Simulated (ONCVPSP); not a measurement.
**An ONCV potential for Pt, from input to tests**

Do these settings give a usable potential? It is generated, then checked for transferability, scattering, ghosts and hardness.

Program: ONCVPSP 4.0.1.1 (patched build). Reference atom: PBE, scalar-relativistic, spherical and spin-unpolarised. All values are calculated.

### 1 The atom and the settings

The settings as typed:

```json
{
 "element": "platinum (Pt, Z = 78)",
 "type": "optimised norm-conserving Vanderbilt (ONCV)",
 "frozen core": "[Kr] 4d10 4f14 5s2",
 "valence charge": "16",
 "reference configuration": "5p6 5d9 6s1",
 "partial waves": "6s: rc 1.85 bohr, ncon 3, nbas 6, qcut 3.1 1/bohr, 2 projectors, debl 3.3 Ha; 5p: rc 1.40 bohr, ncon 4, nbas 8, qcut 12 1/bohr, 2 projectors, debl 0.9 Ha; 5d: rc 1.45 bohr, ncon 4, nbas 8, qcut 6.9 1/bohr, 3 projectors, debl 3.1 Ha",
 "local potential": "polynomial inside 1.05 bohr (lpopt 2, dvloc0 -1 Ha)",
 "core correction": "Teter function, fcfact 5.5, rcfact 1.15"
}
```

The nodes and maxima of the atom's own shells, from an earlier all-electron run, set the scale for the radii.

All-electron outer shells of the reference configuration (PBE, scalar-relativistic, ld1.x):

| shell | level (eV) | outermost node (bohr) | outermost maximum (bohr) |
| --- | --- | --- | --- |
| 4f | -70.08 | – | 0.38 |
| 5p | -56.02 | 0.53 | 0.98 |
| 5d | -6.14 | 0.57 | 1.26 |
| 6s | -5.66 | 1.14 | 2.38 |
| 6p | -0.84 | 1.36 | 3.69 |

### 2 Generation

Input file Pt.dat:

```
# ATOM AND REFERENCE CONFIGURATION
# atsym  z   nc   nv     iexc    psfile
  Pt 78.00   11    3        4      upf
#
#   n    l    f
    1    0    2.00
    2    0    2.00
    2    1    6.00
    3    0    2.00
    3    1    6.00
    3    2   10.00
    4    0    2.00
    4    1    6.00
    4    2   10.00
    4    3   14.00
    5    0    2.00
    5    1    6.00
    5    2    9.00
    6    0    1.00
#
# PSEUDOPOTENTIAL AND OPTIMIZATION
# lmax
    2
#
#   l,   rc,      ep,       ncon, nbas, qcut
    0    1.85    0.00    3    6    3.10
    1    1.40    0.00    4    8   12.00
    2    1.45    0.00    4    8    6.90
#
# LOCAL POTENTIAL
# lloc, lpopt,  rc(5),   dvloc0
    4    2    1.05   -1.00
#
# VANDERBILT-KLEINMAN-BYLANDER PROJECTORs
# l, nproj, debl
    0    2    3.30
    1    2    0.90
    2    3    3.10
#
# MODEL CORE CHARGE
# icmod, fcfact, rcfact
    3    5.50    1.15
#
# LOG DERIVATIVE ANALYSIS
# epsh1, epsh2, depsh
   -4.00    5.00    0.02
#
# OUTPUT GRID
# rlmax, drl
    6.00    0.01
#
# TEST CONFIGURATIONS
# ncnf
    4
# nvcnf
#   n    l    f
    3
    5    1    6.00
    5    2    9.00
    6    0    0.00
#
    3
    5    1    6.00
    5    2    8.00
    6    0    0.00
#
    3
    5    1    6.00
    5    2    7.00
    6    0    0.00
#
    3
    5    1    6.00
    5    2    8.00
    6    0    2.00
#
```

Run with:

```console
$ oncvpsp.x < Pt.dat > Pt.out
```

What does the calculation give? Wanted: cutoffs for 1 and 0.1 mHa per electron, occupied waves; bound ghosts; GHOST(+) flags; largest test error; largest phase difference near zero energy, channels read; rms error of d²Exc/dn², without and with the model core; projector energies reset by the program.

**Answer**, as computed:

| quantity | value |
| --- | --- |
| cutoffs for 1 and 0.1 mHa per electron, occupied waves | 42 Ha and 50 Ha |
| bound ghosts | s at -23.46 eV |
| GHOST(+) flags | s at 165 eV |
| largest test error (AE − PS) | -18 meV, for 5p6 5d8 6s2 |
| largest phase difference near zero energy, channels read | 0.005 rad |
| rms error of d²Exc/dn², without and with the model core | 4.02 and 1.84 mHa |
| projector energies reset by the program | p: -2.059, 0.250 Ha |

It has a bound ghost (s), a state that the atom doesn't have, and that rules the file out. The worst unpolarised test, 5p6 5d8 6s2, is off by 18 meV on 1.0 eV; by total energies transferability rates as good. Atomic tests can pass in spite of a ghost, since they solve only for the levels asked. The potential is hard: the looser tolerance needs 42 Ha. At the looser tolerance the 5p wave is the slowest; 5d needs 19 Ha. Near zero energy the phases of the channels with partial waves agree within 0.005 rad. The program also flags highly localised states, GHOST(+) (s). All of this concerns the isolated atom, not yet a solid.
